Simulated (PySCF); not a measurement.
# BH₇N₂Si₂: NMR shifts at several levels of theory

Aim: compute the NMR shifts of BH₇N₂Si₂ (`BN1[SiH2]N[SiH2]1`) at several levels, and see how far they spread and what each costs.

The runs use PySCF 2.14.0, with density-fitted response routines of our own; the level of theory stands in each step. All values are computed, except where a source is named. Atoms are numbered from 0 throughout.

## (1) The molecule as given

12 atoms, charge 0, multiplicity 1; geometry from: GFN2-xTB.

Bonds of the start (Å): B0–N1 1.39, N1–Si2 1.76, Si2–N3 1.74, N3–Si4 1.74, Si4–N1 1.76, B0–H5 1.18, B0–H6 1.18, Si2–H7 1.46, Si2–H8 1.46, N3–H9 1.00, Si4–H10 1.46, Si4–H11 1.46.

## (2) Relaxing the molecule at PBE0-D3(BJ)/def2-SVP

Job settings and geometry (Å):

```
{"job": {"xc": "PBE0", "basis": "def2-SVP", "d3": "d3bj", "grid": 1, "kind": "geom"}, "charge": 0, "multiplicity": 1}
B     -1.495826    -0.829174     1.048959
N     -0.460149    -0.257225     0.321622
Si    -0.322186     1.280994    -0.532387
N      1.279593     0.709181    -0.903060
Si     1.168956    -0.813482    -0.066397
H     -1.344340    -1.888098     1.535150
H     -2.508941    -0.245251     1.166068
H     -1.210489     1.383022    -1.686282
H     -0.359488     2.439896     0.354507
H      2.027940     1.125010    -1.426781
H      2.035427    -0.923164     1.103117
H      1.190702    -1.982396    -0.940543
```

The program printed:

```text
step   0  E = -716.95237862  max force = 0.023240
step   1  E = -716.95870442  max force = 0.008308
step   2  E = -716.95919342  max force = 0.003074
step   3  E = -716.95929040  max force = 0.000986
step   4  E = -716.95930327  max force = 0.000981
step   5  E = -716.95931185  max force = 0.000293
optimisation converged
```

It took 21 s on 1 thread, shared host.

The steps of the relaxation:

```
step  energy from step 0 (eV)  largest force component (eV/Å)
   0                   0.0000                          1.1950
   1                  -0.1721                          0.4272
   2                  -0.1854                          0.1581
   3                  -0.1881                          0.0507
   4                  -0.1884                          0.0504
   5                  -0.1887                          0.0151
```

Distances of close pairs at the start and the end, largest changes first:

```
   bond  before (Å)  after (Å)  change (Å)
  B0–H5       1.175      1.214      +0.039
  B0–H6       1.175      1.214      +0.039
Si4–H10       1.460      1.494      +0.034
 Si2–H7       1.460      1.494      +0.034
Si4–H11       1.460      1.493      +0.034
 Si2–H8       1.460      1.493      +0.034
  B0–N1       1.389      1.402      +0.013
 N1–Si4       1.765      1.777      +0.012
```

The final coordinates are the input of the step that follows.

```
                         at the end point                value
  point group (found at 0.08 Å tolerance)                  C2v
rotational constants (GHz, main isotopes)  4.257, 3.667, 2.065
                        dipole moment (D)                 2.66
```

## (3) NMR shieldings: PBE0/cc-pVDZ

Job settings and geometry (Å):

```
{"job": {"kind": "nmr", "xc": "PBE0", "basis": "cc-pVDZ", "pop": true}, "charge": 0, "multiplicity": 1}
B     -1.127040    -0.762476     0.969858
N     -0.084362    -0.183812     0.232612
Si     0.098574     1.350945    -0.644301
N      1.708034     0.809877    -1.047822
Si     1.560173    -0.704981    -0.193545
H     -0.980358    -1.857794     1.472772
H     -2.176904    -0.167535     1.104087
H     -0.841952     1.517563    -1.792476
H      0.007988     2.566924     0.217973
H      2.457844     1.225945    -1.580727
H      2.466587    -0.888277     0.979293
H      1.619290    -1.940382    -1.030557
```

Method: GIAO PBE0/cc-pVDZ NMR shielding, non-relativistic, gas phase.

The program printed:

```text
coarse grid: 10800 points
cycle   1  E = -717.1367267181  dE =  4.409e-01  |g| = 5.439e-01  |ddm| = 6.210e+00
cycle   2  E = -717.0573985730  dE =  7.933e-02  |g| = 7.956e-01  |ddm| = 1.952e+00
cycle   3  E = -717.2024652548  dE = -1.451e-01  |g| = 7.494e-02  |ddm| = 1.088e+00
cycle   4  E = -717.2039009019  dE = -1.436e-03  |g| = 2.663e-02  |ddm| = 1.861e-01
cycle   5  E = -717.2040724742  dE = -1.716e-04  |g| = 9.108e-03  |ddm| = 5.593e-02
cycle   6  E = -717.2040909240  dE = -1.845e-05  |g| = 2.650e-03  |ddm| = 1.631e-02
cycle   7  E = -717.2040926149  dE = -1.691e-06  |g| = 1.265e-04  |ddm| = 4.214e-03
final grid: 94648 points
cycle   8  E = -717.2225993697  dE = -8.778e-06  |g| = 6.756e-03  |ddm| = 3.895e-02
cycle   9  E = -717.2225845252  dE =  1.484e-05  |g| = 1.062e-02  |ddm| = 2.349e-02
cycle  10  E = -717.2226100382  dE = -2.551e-05  |g| = 6.363e-04  |ddm| = 1.408e-02
cycle  11  E = -717.2226101502  dE = -1.121e-07  |g| = 1.506e-04  |ddm| = 1.443e-03
cycle  12  E = -717.2226101541  dE = -3.907e-09  |g| = 7.864e-05  |ddm| = 3.012e-04
cycle  13  E = -717.2226101556  dE = -1.467e-09  |g| = 1.205e-05  |ddm| = 1.264e-04
cycle  14  E = -717.2226101556  dE = -3.706e-11  |g| = 2.628e-06  |ddm| = 3.627e-05
converged SCF energy = -717.2226101556

GIAO shielding tensors (ppm)
atom      isotropic    diamagn.    paramagn.     s11        s22        s33       span
  0 B       68.662     201.963    -133.301     38.261     39.045    128.681     90.420
  1 N      145.315     297.666    -152.351     54.810    167.509    213.626    158.816
  2 Si     426.527     882.045    -455.518    388.139    412.406    479.036     90.897
  3 N      254.774     311.372     -56.598    217.908    256.657    289.758     71.850
  4 Si     426.553     881.986    -455.433    388.166    412.417    479.075     90.909
  5 H       25.742      30.892      -5.150     23.745     25.869     27.613      3.868
  6 H       25.745      31.215      -5.470     23.740     25.865     27.630      3.890
  7 H       25.427      29.543      -4.116     22.636     23.083     30.561      7.925
  8 H       25.424      29.397      -3.973     22.644     23.080     30.549      7.906
  9 H       31.469      30.119       1.350     24.358     26.595     43.454     19.097
 10 H       25.425      29.178      -3.753     22.643     23.079     30.554      7.912
 11 H       25.426      29.315      -3.889     22.638     23.084     30.555      7.917
```

Run time: 8.7 s. Hardware: 1 thread, shared host.

Shifts follow as δ = σ(reference) − σ, with reference shieldings (ppm) from runs at the same level and on the same kind of geometry: 1H TMS 31.29, 29Si TMS 418.6, 15N NH3 273.1, 11B BF3·OEt2 113.8. The references are single molecules in the gas phase, so shifts against H2O, NH3, PH3, H3PO4 or CFCl3 are not on the usual liquid scales and can be off by tens of ppm. Atoms listed in one row are averaged.

```
           atoms                                                  environment  σ (ppm)  δ (ppm)
H7, H8, H10, H11                                                                 25.43     5.86
          H5, H6                              hydrogen on a boron bonded to N    25.74     5.55
              H9  hydrogen on a nitrogen bonded to 2 Si, in a 4-membered ring    31.47    -0.18
              B0                                       boron bonded to N, 2 H     68.7     45.2
              N1             nitrogen bonded to B, 2 Si, in a 4-membered ring    145.3    127.8
              N3             nitrogen bonded to 2 Si, H, in a 4-membered ring    254.8     18.3
        Si2, Si4                                                                 426.5     -7.9
```

The run also stored atomic charges by several schemes (e):

```
   atoms  Mulliken    IAO  Hirshfeld  ESP fit
      B0      0.00  -0.01       0.10     0.13
      N1     -0.29  -0.73      -0.27    -0.35
Si2, Si4      0.48   0.99       0.41     0.62
      N3     -0.40  -0.92      -0.32    -0.82
```

Mayer bond orders: B0–N1 1.47, N1–Si2 0.97, Si2–N3 1.09, N3–Si4 1.09, Si4–N1 0.97.

## (4) Nuclear shieldings: PBE0/cc-pVTZ

The job, as its differences from that of step 3:

```diff
@@ -1,2 +1,2 @@
-{"job": {"kind": "nmr", "xc": "PBE0", "basis": "cc-pVDZ", "pop": true}, "charge": 0, "multiplicity": 1}
+{"job": {"kind": "nmr", "xc": "PBE0", "basis": "cc-pVTZ", "pop": true}, "charge": 0, "multiplicity": 1}
 B     -1.127040    -0.762476     0.969858
```

Method: GIAO PBE0/cc-pVTZ NMR shielding, non-relativistic, gas phase.

The program printed:

```text
coarse grid: 10800 points
cycle   1  E = -717.2296324708  dE =  3.796e-01  |g| = 5.869e-01  |ddm| = 6.424e+00
cycle   2  E = -717.1353812224  dE =  9.425e-02  |g| = 8.738e-01  |ddm| = 1.832e+00
cycle   3  E = -717.3010580861  dE = -1.657e-01  |g| = 8.445e-02  |ddm| = 1.102e+00
cycle   4  E = -717.3026239811  dE = -1.566e-03  |g| = 3.156e-02  |ddm| = 1.656e-01
cycle   5  E = -717.3028454544  dE = -2.215e-04  |g| = 1.051e-02  |ddm| = 5.336e-02
cycle   6  E = -717.3028664239  dE = -2.097e-05  |g| = 3.535e-03  |ddm| = 1.606e-02
cycle   7  E = -717.3028692828  dE = -2.859e-06  |g| = 2.702e-04  |ddm| = 5.022e-03
final grid: 94648 points
cycle   8  E = -717.3131600274  dE = -3.133e-05  |g| = 7.103e-03  |ddm| = 6.633e-02
cycle   9  E = -717.3131461892  dE =  1.384e-05  |g| = 1.077e-02  |ddm| = 2.194e-02
cycle  10  E = -717.3131700905  dE = -2.390e-05  |g| = 7.777e-04  |ddm| = 1.324e-02
cycle  11  E = -717.3131702390  dE = -1.485e-07  |g| = 2.089e-04  |ddm| = 1.497e-03
cycle  12  E = -717.3131702476  dE = -8.562e-09  |g| = 9.191e-05  |ddm| = 3.336e-04
cycle  13  E = -717.3131702493  dE = -1.774e-09  |g| = 1.992e-05  |ddm| = 1.360e-04
cycle  14  E = -717.3131702494  dE = -8.788e-11  |g| = 2.160e-06  |ddm| = 2.566e-05
converged SCF energy = -717.3131702494

GIAO shielding tensors (ppm)
atom      isotropic    diamagn.    paramagn.     s11        s22        s33       span
  0 B       57.591     199.243    -141.652     25.070     25.907    121.796     96.726
  1 N      130.719     295.951    -165.232     32.632    153.354    206.169    173.537
  2 Si     365.889     888.080    -522.190    341.653    342.859    413.156     71.503
  3 N      246.112     307.556     -61.443    209.792    247.517    281.028     71.236
  4 Si     365.917     887.833    -521.916    341.645    342.899    413.208     71.563
  5 H       25.854      30.527      -4.673     23.746     25.940     27.875      4.129
  6 H       25.856      30.776      -4.919     23.741     25.936     27.891      4.150
  7 H       25.442      29.611      -4.170     22.877     23.287     30.161      7.285
  8 H       25.438      29.414      -3.976     22.881     23.285     30.149      7.269
  9 H       31.007      28.778       2.229     24.167     25.815     43.039     18.873
 10 H       25.440      29.103      -3.663     22.882     23.284     30.155      7.273
 11 H       25.440      29.286      -3.846     22.876     23.288     30.155      7.278
```

It took 30 s on 1 thread, shared host.

In short: δ B0 45.2, N1 136.1, N3 20.7, Si2 -5.9, H7 5.85, H5 5.44 ppm (means over like atoms).

## (5) Shielding tensors: PBE0/aug-cc-pVDZ

The job, as its differences from that of step 4:

```diff
@@ -1,2 +1,2 @@
-{"job": {"kind": "nmr", "xc": "PBE0", "basis": "cc-pVTZ", "pop": true}, "charge": 0, "multiplicity": 1}
+{"job": {"kind": "nmr", "xc": "PBE0", "basis": "aug-cc-pVDZ", "pop": true}, "charge": 0, "multiplicity": 1}
 B     -1.127040    -0.762476     0.969858
```

Method: GIAO PBE0/aug-cc-pVDZ NMR shielding, non-relativistic, gas phase.

The program printed:

```text
coarse grid: 10800 points
cycle   1  E = -717.1494504068  dE =  4.315e-01  |g| = 5.542e-01  |ddm| = 8.397e+00
cycle   2  E = -717.0570298469  dE =  9.242e-02  |g| = 8.342e-01  |ddm| = 2.416e+00
cycle   3  E = -717.2175205726  dE = -1.605e-01  |g| = 7.773e-02  |ddm| = 1.328e+00
cycle   4  E = -717.2190697298  dE = -1.549e-03  |g| = 2.747e-02  |ddm| = 2.370e-01
cycle   5  E = -717.2192601179  dE = -1.904e-04  |g| = 8.487e-03  |ddm| = 6.549e-02
cycle   6  E = -717.2192751536  dE = -1.504e-05  |g| = 3.133e-03  |ddm| = 1.820e-02
cycle   7  E = -717.2192774961  dE = -2.342e-06  |g| = 1.410e-04  |ddm| = 5.668e-03
final grid: 94648 points
cycle   8  E = -717.2378597392  dE = -1.136e-05  |g| = 6.857e-03  |ddm| = 1.205e-01
cycle   9  E = -717.2378434232  dE =  1.632e-05  |g| = 1.097e-02  |ddm| = 2.912e-02
cycle  10  E = -717.2378706884  dE = -2.727e-05  |g| = 6.454e-04  |ddm| = 1.670e-02
cycle  11  E = -717.2378708045  dE = -1.161e-07  |g| = 1.429e-04  |ddm| = 1.696e-03
cycle  12  E = -717.2378708080  dE = -3.484e-09  |g| = 8.028e-05  |ddm| = 3.448e-04
cycle  13  E = -717.2378708095  dE = -1.491e-09  |g| = 1.364e-05  |ddm| = 1.547e-04
cycle  14  E = -717.2378708095  dE = -4.513e-11  |g| = 2.919e-06  |ddm| = 4.220e-05
converged SCF energy = -717.2378708095

GIAO shielding tensors (ppm)
atom      isotropic    diamagn.    paramagn.     s11        s22        s33       span
  0 B       65.228     245.808    -180.581     32.502     36.298    126.883     94.382
  1 N      143.656     277.593    -133.937     52.803    163.808    214.358    161.555
  2 Si     423.907     891.132    -467.225    387.158    407.011    477.553     90.395
  3 N      252.779     290.540     -37.761    219.670    256.023    282.644     62.974
  4 Si     423.943     891.706    -467.763    387.203    407.029    477.595     90.392
  5 H       25.778      32.655      -6.877     23.752     25.971     27.612      3.860
  6 H       25.781      33.160      -7.379     23.747     25.968     27.628      3.881
  7 H       25.336      28.193      -2.857     22.682     23.055     30.272      7.590
  8 H       25.334      28.027      -2.693     22.690     23.052     30.260      7.570
  9 H       31.335      39.425      -8.091     24.614     26.204     43.186     18.571
 10 H       25.335      27.880      -2.545     22.688     23.050     30.265      7.577
 11 H       25.335      28.030      -2.695     22.684     23.056     30.265      7.581
```

Run time: 18 s. Hardware: 1 thread, shared host.

Key values: δ B0 44.9, N1 126.2, N3 17.1, Si2 -7.2, H7 6.06, H5 5.62 ppm (means over like atoms).

## (6) Shielding tensors: PBE0/IGLO-III

The job, as its differences from that of step 5:

```diff
@@ -1,2 +1,2 @@
-{"job": {"kind": "nmr", "xc": "PBE0", "basis": "aug-cc-pVDZ", "pop": true}, "charge": 0, "multiplicity": 1}
+{"job": {"kind": "nmr", "xc": "PBE0", "basis": "IGLO-III", "pop": true}, "charge": 0, "multiplicity": 1}
 B     -1.127040    -0.762476     0.969858
```

Method: GIAO PBE0/IGLO-III NMR shielding, non-relativistic, gas phase.

The program printed:

```text
coarse grid: 10800 points
cycle   1  E = -717.2397252697  dE =  3.429e-01  |g| = 6.053e-01  |ddm| = 2.485e+00
cycle   2  E = -717.1450248905  dE =  9.470e-02  |g| = 8.832e-01  |ddm| = 7.419e-01
cycle   3  E = -717.3104289697  dE = -1.654e-01  |g| = 9.606e-02  |ddm| = 4.767e-01
cycle   4  E = -717.3123011200  dE = -1.872e-03  |g| = 3.333e-02  |ddm| = 6.749e-02
cycle   5  E = -717.3125368580  dE = -2.357e-04  |g| = 1.121e-02  |ddm| = 2.070e-02
cycle   6  E = -717.3125596740  dE = -2.282e-05  |g| = 3.696e-03  |ddm| = 6.619e-03
cycle   7  E = -717.3125627330  dE = -3.059e-06  |g| = 4.134e-04  |ddm| = 2.030e-03
final grid: 94648 points
cycle   8  E = -717.3194511074  dE = -5.687e-05  |g| = 7.567e-03  |ddm| = 2.730e-02
cycle   9  E = -717.3194356064  dE =  1.550e-05  |g| = 1.133e-02  |ddm| = 8.709e-03
cycle  10  E = -717.3194617820  dE = -2.618e-05  |g| = 9.086e-04  |ddm| = 5.438e-03
cycle  11  E = -717.3194619456  dE = -1.635e-07  |g| = 3.339e-04  |ddm| = 5.731e-04
cycle  12  E = -717.3194619695  dE = -2.390e-08  |g| = 1.132e-04  |ddm| = 1.953e-04
cycle  13  E = -717.3194619720  dE = -2.508e-09  |g| = 2.766e-05  |ddm| = 6.378e-05
cycle  14  E = -717.3194619722  dE = -1.769e-10  |g| = 2.827e-06  |ddm| = 1.499e-05
converged SCF energy = -717.3194619722

GIAO shielding tensors (ppm)
atom      isotropic    diamagn.    paramagn.     s11        s22        s33       span
  0 B       51.866     194.118    -142.252     18.163     19.539    117.897     99.734
  1 N      122.375     324.541    -202.166     20.865    143.879    202.382    181.517
  2 Si     362.401     894.107    -531.706    336.829    340.857    409.518     72.689
  3 N      237.879     323.970     -86.092    204.885    238.806    269.945     65.060
  4 Si     362.427     894.190    -531.764    336.828    340.879    409.573     72.745
  5 H       25.885      29.893      -4.007     23.901     25.991     27.763      3.861
  6 H       25.888      30.127      -4.239     23.897     25.988     27.779      3.882
  7 H       25.488      29.319      -3.830     23.010     23.397     30.059      7.049
  8 H       25.486      29.183      -3.697     23.015     23.395     30.047      7.032
  9 H       31.056      30.314       0.742     24.303     26.408     42.456     18.153
 10 H       25.487      29.044      -3.558     23.014     23.394     30.052      7.038
 11 H       25.487      29.172      -3.684     23.011     23.398     30.053      7.042
```

It took 29 s on 1 thread, shared host.

This run: δ B0 48.1, N1 138.2, N3 22.7, Si2 -17.1, H7 5.89, H5 5.49 ppm (means over like atoms).

## (7) NMR shieldings: PBE0/pcSseg-0

The job, as its differences from that of step 6:

```diff
@@ -1,2 +1,2 @@
-{"job": {"kind": "nmr", "xc": "PBE0", "basis": "IGLO-III", "pop": true}, "charge": 0, "multiplicity": 1}
+{"job": {"kind": "nmr", "xc": "PBE0", "basis": "pcSseg-0", "pop": true}, "charge": 0, "multiplicity": 1}
 B     -1.127040    -0.762476     0.969858
```

Method: GIAO PBE0/pcSseg-0 NMR shielding, non-relativistic, gas phase.

The program printed:

```text
coarse grid: 10800 points
cycle   1  E = -716.0988289098  dE =  3.599e-01  |g| = 5.229e-01  |ddm| = 3.524e+00
cycle   2  E = -716.0435175955  dE =  5.531e-02  |g| = 7.266e-01  |ddm| = 1.312e+00
cycle   3  E = -716.1597616346  dE = -1.162e-01  |g| = 7.769e-02  |ddm| = 8.299e-01
cycle   4  E = -716.1614263297  dE = -1.665e-03  |g| = 1.680e-02  |ddm| = 1.242e-01
cycle   5  E = -716.1614913133  dE = -6.498e-05  |g| = 9.051e-03  |ddm| = 2.349e-02
cycle   6  E = -716.1615089264  dE = -1.761e-05  |g| = 1.165e-03  |ddm| = 9.580e-03
cycle   7  E = -716.1615092727  dE = -3.463e-07  |g| = 1.977e-04  |ddm| = 1.602e-03
final grid: 94648 points
cycle   8  E = -716.2290170317  dE = -6.037e-06  |g| = 3.852e-03  |ddm| = 1.231e-02
cycle   9  E = -716.2290130193  dE =  4.012e-06  |g| = 5.799e-03  |ddm| = 1.005e-02
cycle  10  E = -716.2290203435  dE = -7.324e-06  |g| = 3.928e-04  |ddm| = 5.980e-03
cycle  11  E = -716.2290203868  dE = -4.333e-08  |g| = 8.847e-05  |ddm| = 4.482e-04
cycle  12  E = -716.2290203881  dE = -1.256e-09  |g| = 5.121e-05  |ddm| = 1.380e-04
cycle  13  E = -716.2290203887  dE = -6.057e-10  |g| = 5.301e-06  |ddm| = 5.807e-05
converged SCF energy = -716.2290203887

GIAO shielding tensors (ppm)
atom      isotropic    diamagn.    paramagn.     s11        s22        s33       span
  0 B       59.572     192.807    -133.235     23.521     29.523    125.671    102.150
  1 N      155.835     324.939    -169.104     57.798    190.167    219.539    161.741
  2 Si     369.790     876.196    -506.407    317.579    346.098    445.691    128.112
  3 N      278.358     335.779     -57.421    220.819    278.144    336.112    115.293
  4 Si     369.825     876.341    -506.516    317.641    346.096    445.738    128.097
  5 H       26.336      29.244      -2.908     23.734     26.676     28.597      4.862
  6 H       26.338      29.296      -2.957     23.729     26.672     28.613      4.884
  7 H       26.129      28.757      -2.628     22.960     23.452     31.977      9.017
  8 H       26.129      28.774      -2.644     22.969     23.454     31.965      8.996
  9 H       33.919      33.497       0.421     25.264     27.513     48.979     23.715
 10 H       26.128      28.695      -2.567     22.966     23.451     31.969      9.003
 11 H       26.131      28.672      -2.541     22.964     23.454     31.974      9.010
```

Run time: 4.3 s. Hardware: 1 thread, shared host.

Key values: δ B0 45.3, N1 110.2, N3 -12.3, Si2 -21.3, H7 6.70, H5 6.50 ppm (means over like atoms).

## (8) Run by run: NMR shifts

Shifts (ppm), means over like atoms, with basis size and wall time:

```
             run    H7    H5     H9    B0     N1     N3    Si2  functions   time
    PBE0/cc-pVDZ  5.86  5.55  -0.18  45.2  127.8   18.3   -7.9        113  8.7 s
    PBE0/cc-pVTZ  5.85  5.44   0.28  45.2  136.1   20.7   -5.9        256   30 s
PBE0/aug-cc-pVDZ  6.06  5.62   0.06  44.9  126.2   17.1   -7.2        186   18 s
   PBE0/IGLO-III  5.89  5.49   0.32  48.1  138.2   22.7  -17.1        263   29 s
   PBE0/pcSseg-0  6.70  6.50  -1.09  45.3  110.2  -12.3  -21.3         67  4.3 s
```

## (9) Results

```
                                                               quantity                  value
                                                            point group                    C2v
                                   rotational constants (main isotopes)   4.26, 3.67, 2.07 GHz
  1H shifts against TMS (PBE0/cc-pVDZ, means over atoms taken as alike)  5.86, 5.55, -0.18 ppm
                             11B shifts against BF3·OEt2 (PBE0/cc-pVDZ)               45.2 ppm
                                  15N shifts against NH3 (PBE0/cc-pVDZ)        127.8, 18.3 ppm
29Si shifts against TMS (PBE0/cc-pVDZ, means over atoms taken as alike)               -7.9 ppm
                                               range of the shift of N3      -12.3 to 22.7 ppm
```

**Reading.** Single values in the summary come from the first run of each kind that ended normally (PBE0/cc-pVDZ), which need not be the best level. The optimisation took 5 steps and gained 0.189 eV; among the close pairs (by a distance rule), B0–H5 changed most, from 1.175 to 1.214 Å. No frequency check was run at this level, so the end point may be a saddle. At PBE0/cc-pVDZ: Shielding is most anisotropic at N1 (span 159 ppm, paramagnetic term -152 ppm). Across the 5 runs the shift of N3 moves most, between -12.3 (PBE0/pcSseg-0) and 22.7 ppm (PBE0/IGLO-III).
